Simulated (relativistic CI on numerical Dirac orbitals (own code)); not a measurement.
**Dy⁺: N4,5 absorption multiplets**

Aim: the N4,5 absorption spectrum of Dy⁺ in 4 surroundings, from the same atomic integrals.

The numbers are computed with relativistic CI on numerical Dirac orbitals (own code) version 1 (Dirac-Coulomb-Breit CI, KLI orbitals optimised for each configuration, model QED (radiative potential, 1s self-energy scaled to tabulated hydrogen-like ionisation energies), valence Slater integrals scaled by 0.7, multiplet model of core-to-valence dipole absorption in a parametric crystal field), except any that are marked as measured or tabulated.

## Step 1: Starting point

```
ion                                            : Dy⁺ (Dy II)
nuclear charge                                 : 66
electrons                                      : 65
configurations                                 : [Xe] 4f11 → [Kr] 4d9 4f12 5s2 5p6
magnetising field for the dichroism, Lz and Sz : magnetic field 10 T along z; these come from the lowest magnetised state alone (0 K)
temperature of the isotropic spectrum          : 300 K
widths                                         : Lorentz 0.5 eV, Gauss 0.2 eV
surrounding 1                                  : D3h, B20 = 230, B40 = 0, B60 = -80, B66 = 150 cm⁻¹
surrounding 2                                  : Oh, B40 = 100, B60 = 130 cm⁻¹
surrounding 3                                  : D3h, B20 = 40, B40 = -160, B60 = 20, B66 = 40 cm⁻¹
surrounding 4                                  : Oh, B40 = -320, B60 = 160 cm⁻¹
```

## Step 2: Surrounding 1: D3h, B20 = 230, B40 = 0, B60 = -80, B66 = 150

Input settings:

```ini
atom Dy  Z=66  charge=1  electrons=65
nucleus A=164  rms_radius_fm=5.2218
hamiltonian dirac-coulomb  breit=on  qed=on  c_scale=1
orbitals kli  potential=per-configuration
slater_scale 0.7
correlation none
mixing on
configurations
  [Xe] 4f11
  [Kr] 4d9 4f12 5s2 5p6
end
absorption N4,5 T=300 lorentz=0.5 gauss=0.2
crystal_field D3h B20=230 B40=0 B60=-80 B66=150
```

## Step 3: Surrounding 2: Oh, B40 = 100, B60 = 130

Changes to the settings of step 2:

```diff
@@ -12,2 +12,2 @@
 absorption N4,5 T=300 lorentz=0.5 gauss=0.2
-crystal_field D3h B20=230 B40=0 B60=-80 B66=150
+crystal_field Oh B40=100 B60=130
```

## Step 4: Surrounding 3: D3h, B20 = 40, B40 = -160, B60 = 20, B66 = 40

Changes to the settings of step 3:

```diff
@@ -12,2 +12,2 @@
 absorption N4,5 T=300 lorentz=0.5 gauss=0.2
-crystal_field Oh B40=100 B60=130
+crystal_field D3h B20=40 B40=-160 B60=20 B66=40
```

## Step 5: Surrounding 4: Oh, B40 = -320, B60 = 160

Changes to the settings of step 4:

```diff
@@ -12,2 +12,2 @@
 absorption N4,5 T=300 lorentz=0.5 gauss=0.2
-crystal_field D3h B20=40 B40=-160 B60=20 B66=40
+crystal_field Oh B40=-320 B60=160
```

(Steps that only read results are left out.)

Before running it: what results should come out? Wanted: highest peak, first run; ground spin; core spin-orbit splitting.

**Answer**, as computed:

| surrounding | ground S | Lz (0 K) | Sz (0 K) | centroid (eV) | share of the lower edge | up to four highest peaks (% of the highest), eV |
| --- | --- | --- | --- | --- | --- | --- |
| 1: D3h | 1.48 | -1.53 | -0.38 | 159.66 | - | 154.2 (14), 155.8 (53), 159.0 (20), 162.7 (100) |
| 2: Oh | 1.48 | -3.98 | -0.98 | 159.66 | - | 154.2 (14), 155.8 (53), 159.0 (20), 162.7 (100) |
| 3: D3h | 1.48 | -6.01 | -1.46 | 159.66 | - | 154.2 (14), 155.8 (53), 159.0 (20), 162.7 (100) |
| 4: Oh | 1.48 | -3.86 | -0.95 | 159.66 | - | 154.2 (14), 155.8 (53), 159.0 (20), 162.7 (100) |

| quantity | value |
| --- | --- |
| highest peak, first run | 162.7 eV |
| ground spin (effective S from ⟨S²⟩) | 1.48 |
| core spin-orbit splitting (without Breit) | 6.64 eV |

The highest peak stays in place, within the step of the energy grid, in all surroundings. Edge positions are free-ion values and differ from those in solids by a few eV or more.
